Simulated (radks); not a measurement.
# Ta³⁺ in [Xe] 4f14 5d2: an all-electron calculation

Wanted: eigenvalues, radial structure and energy terms of the tantalum ion Ta3+.

Program: radks (a radial shooting solver on a logarithmic mesh, Libxc functionals) version 1. Level of theory: Dirac Kohn-Sham, BLYP, spin-unpolarised, spherical densities, point nucleus; open shells fill j = l - 1/2 first. These are calculated values, not measurements, unless marked.

**1. The atom as given**

- element: tantalum (Z = 73)
- charge: +3
- electrons: 70
- configuration: [Xe] 4f14 5d2

**2. The run**

Input:

```text
Z 73
configuration [Xe] 4f14 5d2 6s0 6p0
relativity Dirac
functional b88,lyp
spin unpolarised
j_filling energy
nucleus point
c 137.035999084
```

Q: Predict the outcome of this run.

**Answer**, as computed:

```
                        quantity                   value
                    total energy     -15625.1483 hartree
exchange-correlation share of it                  2.03 %
                            −T/E                  1.1229
          highest occupied level       5d3/2, -29.433 eV
    most extended occupied level  5d3/2, <r> = 1.83 bohr
 radius at density 0.001 e/bohr³               3.39 bohr
    maxima of the radial density                       4
         ionisation energy, NIST          35 (theory) eV
```

What this shows: The radial density shows 4 maxima for 5 occupied principal shells; where shells overlap, one shows as a shoulder or not at all. −T/E is 1.123: with relativity the kinetic term as defined here no longer equals −E. The top level binds by 29.433 eV, 84 % of the NIST ionisation energy of 35 eV; the potential of a semilocal functional falls off too fast, so its top eigenvalue is too shallow. Spin polarisation and multiplet splitting are left out.
